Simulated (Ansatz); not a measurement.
**CH4GeS: how energies converge with the basis set**

The task here is to estimate one member of a computed series from the others.

Computed with Ansatz 0.2.0, Gaussian basis. Level: one geometry, several basis sets.

Plan: PBE0-D4/def2-SVP; ωB97M-V/def2-SVP; PBE0-D4/def2-QZVPP; ωB97M-V/def2-QZVPP; the functionals' def2-TZVPP values are taken from earlier runs.

### The relaxed structure

All runs share one geometry, relaxed beforehand with PBE0-D4 in a triple-zeta def2 set.

SMILES `[CH2]1[S][GeH2]1`, 7 atoms, charge 0, spin multiplicity 1.

Atoms are counted from 1 here; the program's logs count them from 0.

Bond lengths: C1–S2 1.847 Å, C1–Ge3 1.927 Å, C1–H4 1.085 Å, C1–H5 1.085 Å, S2–Ge3 2.189 Å, Ge3–H6 1.526 Å, Ge3–H7 1.526 Å. Angles: S2–C1–Ge3 70.9°, S2–C1–H4 114.1°, S2–C1–H5 114.1°, Ge3–C1–H4 118.3°, Ge3–C1–H5 118.3°, H4–C1–H5 113.9°, C1–S2–Ge3 56.3°, C1–Ge3–S2 52.8°, C1–Ge3–H6 119.4°, C1–Ge3–H7 119.4°, S2–Ge3–H6 116.9°, S2–Ge3–H7 116.9°, H6–Ge3–H7 116.2°.

The first run:

in.yaml

```yaml
crystal:
  periodic: [false, false, false]
  atoms:
    - {symbol: C, position_ang: [-0.765946, -0.226925, -0.570617]}
    - {symbol: S, position_ang: [-0.430690, -1.473871, 0.749398]}
    - {symbol: Ge, position_ang: [0.771938, 0.330457, 0.447896]}
    - {symbol: H, position_ang: [-0.609622, -0.595228, -1.579239]}
    - {symbol: H, position_ang: [-1.694935, 0.318442, -0.440431]}
    - {symbol: H, position_ang: [0.622145, 1.440316, 1.484729]}
    - {symbol: H, position_ang: [2.168310, 0.138708, -0.137436]}
basis:
  gaussian: {orbitals: def2-SVP}
hamiltonian: {xc: pbe0, dispersion: d4}
output: {orbitals: {seedname: orbitals}}
```

On the command line:

```
$ ansatz run in.yaml --threads 2 --pin off --events-out ev --progress --plain --max-ram 4352MiB
```

Steps of the session up to this table: PBE0-D4 in def2-SVP; ωB97M-V in def2-SVP; PBE0-D4 in def2-QZVPP; ωB97M-V in def2-QZVPP.

One of the session's tables, all rows but one given; the rest of the session is left out.

```
functional       basis  HOMO (eV)
   PBE0-D4    def2-SVP      -6.67
   PBE0-D4  def2-TZVPP      -6.77
   PBE0-D4  def2-QZVPP          ?
   ωB97M-V    def2-SVP      -8.82
   ωB97M-V  def2-TZVPP      -8.95
   ωB97M-V  def2-QZVPP      -8.98
```

Estimate the missing values for PBE0-D4, def2-QZVPP.

The run gave: HOMO (eV): -6.79. In the column «HOMO (eV)» it lies between ωB97M-V, def2-SVP (-8.82) and PBE0-D4, def2-TZVPP (-6.77).
